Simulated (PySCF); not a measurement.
# The bond of RbLi, level by level

One table from this session's results is given with a row withheld; the runs are named, their logs left out.

Method: Rb def2-SVPD with ECP28, Li def2-SVPD, scalar-relativistic core potentials; program: PySCF 2.14.0.

Set-up of the first run:

A driver script around PySCF takes these settings:

```yaml
atoms: Rb, Li
charge: 0
basis: Rb def2-SVPD with ECP28, Li def2-SVPD
Hamiltonian: scalar-relativistic core potentials
basis_functions: 39
electrons_treated: 12
masses_in_u: 84.9118, 7.0160
levels: PBE0, PBE, r²SCAN, M06-2X, PBEsol, B2PLYP, CAM-B3LYP, HF, MP2, SCS-MP2, CCSD, CCSD(T)
grid: 80 radial by 434 angular points
occupations: held fixed by the projection of orbital angular momentum
dissociation_limit: Rb + Li, each in its ground configuration
starting_distance_in_angstrom: 3.345
values_of_2S_to_try: 0, 2
```

Run with:

```bash
$ OMP_NUM_THREADS=1 python dia.py task.json out
```

Steps of the session up to this table: Input; PBE0 along the bond; Higher solutions at PBE0; PBE (GGA); r²SCAN (meta-GGA); M06-2X; PBEsol (GGA); B2PLYP; CAM-B3LYP (range-separated hybrid); RHF (mean field); Correlated methods on the Hartree–Fock reference.

One table of the session follows, with a row left open; its other results are not shown here.

| level | Re (Å) | ωe (cm⁻¹) | De (eV) |
| --- | --- | --- | --- |
| RHF | 3.722 | 176.5 | -0.041 |
| RHF-MP2 | 3.566 | 185.4 | 0.364 |
| RHF-SCS-MP2 | 3.585 | 183.2 | 0.440 |
| RHF-CCSD | 3.569 | 180.6 | 0.58 |
| RHF-CCSD(T) | 3.572 | 178.0 | 0.60 |
| PBE | 3.560 | 180.7 | 0.67 |
| PBEsol | 3.544 | 182.1 | 0.69 |
| r²SCAN | ? | ? | ? |
| PBE0 | 3.569 | 185.3 | 0.61 |
| M06-2X | 3.446 | 194.0 | 0.79 |
| CAM-B3LYP | 3.508 | 194.4 | 0.59 |
| B2PLYP | 3.549 | 184.3 | 0.58 |

**Question.** Estimate the row for r²SCAN.

**Answer.** Re (Å): 3.621; ωe (cm⁻¹): 179.7; De (eV): 0.52. In the column «Re (Å)» it lies between RHF-SCS-MP2 (3.585) and RHF (3.722).

De is counted to Rb + Li in their ground configurations.
